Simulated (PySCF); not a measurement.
**[Bi(ox)]+: other functionals and bases at one geometry**

Aim: see how levels, charges and forces of [Bi(ox)]+ depend on the level of theory. The structure is generated, not taken from experiment.

Program: PySCF 2.14.0. Level of theory: several levels, as the steps say, no spin–orbit coupling. These are calculated values, not measurements.

1 further run of the same task is left out (for a known fault of the program).

## Step 1: The system as given

7 atoms, charge 1, spin multiplicity 1.

Bond lengths: Bi1–O2 2.055 Å, Bi1–O3 2.055 Å, O2–C4 1.381 Å, O3–C5 1.381 Å, C4–C5 1.550 Å, C4–O6 1.178 Å, C5–O7 1.178 Å. Angles: O2–Bi1–O3 81.7°, Bi1–O2–C4 114.8°, Bi1–O3–C5 114.8°, O2–C4–C5 114.3°, O2–C4–O6 122.1°, C5–C4–O6 123.6°, O3–C5–C4 114.3°, O3–C5–O7 122.1°, C4–C5–O7 123.6°.

As a file:

```
atom    x (Å)   y (Å)    z (Å)
 Bi1   0.0000  0.0000  -0.6431
  O2   1.3437  0.0000   0.9116
  O3  -1.3437  0.0000   0.9116
  C4   0.7748  0.0000   2.1694
  C5  -0.7748  0.0000   2.1694
  O6   1.4265  0.0000   3.1506
  O7  -1.4265  0.0000   3.1506
```

Formal oxidation states: Bi +3. Ligands: ox is oxalate. An earlier session relaxed this geometry at PBE0, Bi def2-SVP with ECP60, O def2-SVP, C def2-SVP (singlet, point group C2v).

At PBE0 on the finer grid: E = -590.752709 Eh, HOMO -13.05 eV, LUMO -10.56 eV, Mulliken charge on Bi1 +1.52 e, largest force component 0.008 eV/Å. 

Levels to run: TPSSh; HF; PBE0, TZVP. Hardware: 2 threads of Arm Neoverse V1, shared host.

## Step 2: TPSSh

File run.py (the lines that set the calculation):

```python
mol = gto.M(atom='''
Bi     0.00000     0.00000    -0.64312
O      1.34374     0.00000     0.91160
O     -1.34374     0.00000     0.91160
C      0.77475     0.00000     2.16944
C     -0.77475     0.00000     2.16944
O      1.42646     0.00000     3.15059
O     -1.42646     0.00000     3.15059''',
    basis={'Bi': 'def2-SVP', 'O': 'def2-SVP', 'C': 'def2-SVP'},
    ecp={'Bi': 'def2-SVP'},
    charge=1, spin=0)
mf = dft.RKS(mol, xc='TPSSH')
mf.grids.atom_grid = (75, 302)
mf = mf.density_fit()  # fitting sets: Bi def2-universal-JKFIT, O def2-universal-JKFIT, C def2-universal-JKFIT
mf.conv_tol = 1e-08; mf.max_cycle = 55
mf.kernel(dm0)  # dm0: the density of the relaxed state
```

Command:

```console
$ OMP_NUM_THREADS=2 python run.py
```

## Step 3: HF

run.py (the lines that set the calculation): that of step 2 with these lines changed.

```diff
@@ -11,4 +11,3 @@
     charge=1, spin=0)
-mf = dft.RKS(mol, xc='TPSSH')
-mf.grids.atom_grid = (75, 302)
+mf = scf.RHF(mol)
 mf = mf.density_fit()  # fitting sets: Bi def2-universal-JKFIT, O def2-universal-JKFIT, C def2-universal-JKFIT
```

## Step 4: PBE0, TZVP

Basis: Bi def2-TZVP with ECP60, O def2-TZVP, C def2-TZVP. 

File run.py (the lines that set the calculation):

```python
mol = gto.M(atom='''
Bi     0.00000     0.00000    -0.64312
O      1.34374     0.00000     0.91160
O     -1.34374     0.00000     0.91160
C      0.77475     0.00000     2.16944
C     -0.77475     0.00000     2.16944
O      1.42646     0.00000     3.15059
O     -1.42646     0.00000     3.15059''',
    basis={'Bi': 'def2-TZVP', 'O': 'def2-TZVP', 'C': 'def2-TZVP'},
    ecp={'Bi': 'def2-TZVP'},
    charge=1, spin=0)
mf = dft.RKS(mol, xc='PBE0')
mf.grids.atom_grid = (75, 302)
mf = mf.density_fit()  # fitting sets: Bi def2-universal-JKFIT, O def2-universal-JKFIT, C def2-universal-JKFIT
mf.conv_tol = 1e-08; mf.max_cycle = 55
mf.kernel(dm0)  # dm0: free metal ions and neutral atoms
```

Q: Predict the outcome of this session. Wanted: for each run, HOMO; gap; charge on Bi1; dipole; largest force.

As calculated:

| level | state | HOMO (eV) | gap (eV) | charge on Bi1 (e) | dipole (D) | largest force (eV/Å) | basis functions | time |
| --- | --- | --- | --- | --- | --- | --- | --- | --- |
| PBE0 (relaxed here) | singlet | -13.05 | 2.49 | 1.52 | 6.84 | 0.01 | 110 | 16 s |
| TPSSh | singlet | -12.22 | 1.41 | 1.47 | 6.31 | 0.63 | 110 | 8.4 s |
| HF | singlet | -16.98 | 9.05 | 1.85 | 9.07 | 2.04 | 110 | 2.6 s |
| PBE0, TZVP | singlet | -13.04 | 2.51 | 1.43 | 6.92 | 1.53 | 236 | 20 s |

Times are on 2 threads of Arm Neoverse V1, shared host; the first row also made further properties. The dipole of a charged species depends on the origin, so these sizes hold for this origin alone.

In one basis the HOMO–LUMO gap runs from 1.41 eV (TPSSh) to 9.05 eV (HF). The largest leftover force, 2.04 eV/Å with HF, stands at a geometry relaxed at another level. The Mulliken charge on Bi spans +1.43 to +1.85 e over the levels. Total energies of different levels can't be compared. Spin–orbit coupling is left out throughout.
